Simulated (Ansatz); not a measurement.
# Na2Cl3: the cost of one run

Method: DFT PBE, scalar-relativistic, plane waves, PAW, in Ansatz 0.2.0.

2 further runs of the same task are left out: 1 that didn't finish, 1 set aside as unsound or not needed.

## (1) Starting point

The structure is tetragonal, space group P4/mmm (No. 123). The conventional cell has a = 4.265 Å, b = 4.265 Å, c = 6.968 Å, α = 90.00°, β = 90.00°, γ = 90.00°. Around Na (site symmetry 4mm) lie 5 Cl at 2.22 to 2.48 Å and 1 Na at 2.54 Å. Cl (site symmetry 4/mmm) has 2 Na at 2.22 Å as nearest neighbours. Cl (site symmetry mmm) is surrounded by 4 Na at 2.48 Å.

Structure file:

```xyz
5
Lattice="4.2645 0.0000 0.0000 0.0000 4.2645 0.0000 0.0000 0.0000 6.9675" Properties=species:S:1:pos:R:3 pbc="T T T"
Na    0.0000    0.0000    4.7518
Na    0.0000    0.0000    2.2157
Cl    0.0000    0.0000    0.0000
Cl    0.0000    2.1323    3.4838
Cl    2.1323    0.0000    3.4838
```

Recipe of the guess: random cell by space group and Wyckoff sites (P4/mmm, No. 123). The dimensions are guesses.

## (2) Probe: one point on a coarse mesh

input.yaml

```yaml
crystal:
  lattice:
    - [4.26452049, 0.0, 0.0]
    - [0.0, 4.26452049, 0.0]
    - [0.0, 0.0, 6.96754027]
  atoms:
    - { symbol: Na, position: [0.0, 0.0, 0.68199302] }
    - { symbol: Na, position: [0.0, 0.0, 0.31800698] }
    - { symbol: Cl, position: [0.0, 0.0, 0.0] }
    - { symbol: Cl, position: [0.0, 0.5, 0.5] }
    - { symbol: Cl, position: [0.5, 0.0, 0.5] }
basis:
  ecutwfc: 420
kpoints:
  mp_grid: { grid: [4, 4, 4] }
hamiltonian:
  xc: pbe
scf:
  occupations: { method: gaussian, width: 0.1 }
  lower_state_search: "off"
output:
  forces: true
  stress: true
  eigenvalues: true
```

Command:

```sh
$ ansatz run input.yaml --threads 1 --pin off --max-ram 2048MiB --backend cpu --events-out ev --progress --plain --runs-dir out
```

Q: Estimate wall time and peak memory on 1 thread of Arm Neoverse V2, shared host.

About 3.7 s, with a peak of 0.34 GiB.
